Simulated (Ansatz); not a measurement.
# SnAs2: the cost of one run

Computed with Ansatz 0.2.0 (DFT PBE, scalar-relativistic, plane waves, PAW, unless a step's input says otherwise).

1 further run of the same task is left out (it didn't finish).

**1. Starting point**

Symmetry: P6mm, No. 183, hexagonal system. Conventional cell: a = 3.662 Å, b = 3.662 Å, c = 7.831 Å, α = 90.00°, β = 90.00°, γ = 120.00°. Sn (site symmetry 6mm) has 6 As at 2.23 Å as nearest neighbours. As (site symmetry 3m) has 3 As at 2.11 Å and 3 Sn at 2.23 Å as nearest neighbours.

As a file:

```cif
data_structure
_symmetry_space_group_name_H-M 'P 1'
_symmetry_Int_Tables_number 1
_cell_length_a 3.6616
_cell_length_b 3.6616
_cell_length_c 7.8312
_cell_angle_alpha 90.000
_cell_angle_beta 90.000
_cell_angle_gamma 120.000
_cell_volume 90.93
loop_
_atom_site_label
_atom_site_type_symbol
_atom_site_fract_x
_atom_site_fract_y
_atom_site_fract_z
_atom_site_occupancy
Sn1 Sn 0.00000 0.00000 0.18829 1
As1 As 0.33333 0.66667 0.27913 1
As2 As 0.66667 0.33333 0.27913 1
```

The cell is invented: random cell by space group and Wyckoff sites (P6mm, No. 183). The dimensions are guesses.

**2. A first look at the guess**

The input, input.yaml:

```yaml
crystal:
  lattice:
    - [3.66161336, 0.0, 0.0]
    - [-1.83080668, 3.17105018, 0.0]
    - [0.0, 0.0, 7.83119204]
  atoms:
    - { symbol: Sn, position: [0.0, 0.0, 0.1882919] }
    - { symbol: As, position: [0.33333333, 0.66666667, 0.27913189] }
    - { symbol: As, position: [0.66666667, 0.33333333, 0.27913189] }
basis:
  ecutwfc: 420
kpoints:
  mp_grid: { grid: [6, 6, 2] }
hamiltonian:
  xc: pbe
scf:
  occupations: { method: gaussian, width: 0.1 }
  lower_state_search: "off"
output:
  forces: true
  stress: true
  eigenvalues: true
```

Launch:

```bash
$ ansatz run input.yaml --threads 1 --pin off --max-ram 2560MiB --backend cpu --events-out ev --progress --plain --runs-dir out
```

**Question.** How long does this run take on 1 thread of Arm Neoverse V1, shared host, and how much memory does it need?

About 4.2 s, with a peak of 0.31 GiB.
